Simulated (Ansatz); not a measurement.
# FH₄N₂OTa: up Jacob's ladder to CCSD(T)

An exercise on one series of results from a longer session: the logs are not shown, and one member is left open.

The runs use Ansatz 0.2.0, Gaussian basis; functionals in def2-TZVPP, the program's frozen cores in correlated methods.

The runs, in order: LDA (SPW92), PBE-D4, revPBE-D4, BLYP-D4, r2SCAN-D4, B97M-V, PBE0-D4, B3LYP-D4, r2SCANh-D4, r2SCAN0-D4, HSE06-D4, BHLYP-D4, CAM-B3LYP-D4, LC-ωPBE, ωB97X-V, ωB97M-V, B2PLYP, PBE-QIDH; CCSD(T)/def2-SVP; CCSD(T)/def2-TZVPP; MP2/def2-QZVPP; extrapolation to the limit; RPA on PBE.

## The relaxed structure

The geometry comes from an earlier relaxation with PBE0-D4 in a triple-zeta def2 set; it is a stationary point, not always the lowest conformer. Ta takes the def2 core potential; no spin-orbit term is included.

SMILES `[NH]=[Ta]([NH2])([OH])[F]`, 9 atoms, charge 0, spin multiplicity 1.

Atoms are counted from 1 here; the program's logs count them from 0.

Bond lengths: N1–Ta2 1.765 Å, N1–H6 1.005 Å, Ta2–N3 1.976 Å, Ta2–O4 1.909 Å, Ta2–F5 1.898 Å, N3–H7 1.007 Å, N3–H8 1.011 Å, O4–H9 0.956 Å. Angles: Ta2–N1–H6 173.0°, N1–Ta2–N3 104.2°, N1–Ta2–O4 111.5°, N1–Ta2–F5 111.9°, N3–Ta2–O4 110.0°, N3–Ta2–F5 110.8°, O4–Ta2–F5 108.5°, Ta2–N3–H7 125.8°, Ta2–N3–H8 123.7°, H7–N3–H8 110.5°, Ta2–O4–H9 131.7°.

The first run:

in.yaml reads:

```yaml
crystal:
  periodic: [false, false, false]
  atoms:
    - {symbol: N, position_ang: [0.435933, 1.352637, -0.961793]}
    - {symbol: Ta, position_ang: [-0.057934, 0.322484, 0.384091]}
    - {symbol: N, position_ang: [0.882765, -1.383978, 0.058373]}
    - {symbol: O, position_ang: [-1.945335, 0.035626, 0.389809]}
    - {symbol: F, position_ang: [0.444744, 1.058586, 2.059254]}
    - {symbol: H, position_ang: [0.700895, 2.034461, -1.651414]}
    - {symbol: H, position_ang: [1.527604, -1.567080, -0.693387]}
    - {symbol: H, position_ang: [0.733862, -2.219418, 0.607282]}
    - {symbol: H, position_ang: [-2.634232, 0.320381, -0.209215]}
basis:
  gaussian: {orbitals: def2-TZVPP}
hamiltonian: {xc: lda}
output: {orbitals: {seedname: orbitals}}
```

On the command line:

```
ansatz run in.yaml --threads 4 --pin off --events-out ev --progress --plain --max-ram 10444MiB
```

Steps of the session up to this table: LDA; PBE-D4 (GGA); revPBE-D4 (GGA); BLYP-D4 (GGA); r2SCAN-D4 (meta-GGA); B97M-V (meta-GGA); PBE0-D4 (hybrid); B3LYP-D4 (hybrid); r2SCANh-D4 (hybrid); r2SCAN0-D4 (hybrid); HSE06-D4 (hybrid); BHLYP-D4 (hybrid); CAM-B3LYP-D4 (range-separated); LC-ωPBE (range-separated); ωB97X-V (range-separated); ωB97M-V (range-separated); B2PLYP (double hybrid); PBE-QIDH (double hybrid).

One of the session's tables, all rows but one given; the rest of the session is left out.

It belongs to the step «Frontier levels by functional». 

```
  functional  HOMO (eV)  gap (eV)
 LDA (SPW92)      -6.55      5.25
      PBE-D4      -6.33      5.29
   revPBE-D4      -6.25      5.31
     BLYP-D4      -6.19      5.23
   r2SCAN-D4      -6.61      5.77
      B97M-V      -6.62      5.80
     PBE0-D4          ?         ?
    B3LYP-D4      -7.47      7.02
  r2SCANh-D4      -7.14      6.62
  r2SCAN0-D4      -7.93      7.89
    HSE06-D4      -7.32      6.77
    BHLYP-D4      -8.98      9.43
CAM-B3LYP-D4      -9.13      9.74
     LC-ωPBE     -10.52     12.35
     ωB97X-V     -10.15     11.77
     ωB97M-V     -10.07     11.23
```

Estimate the missing values for PBE0-D4.

As computed: HOMO (eV): -7.73; gap (eV): 7.55. In the column «HOMO (eV)» it lies between r2SCAN0-D4 (-7.93) and B3LYP-D4 (-7.47).
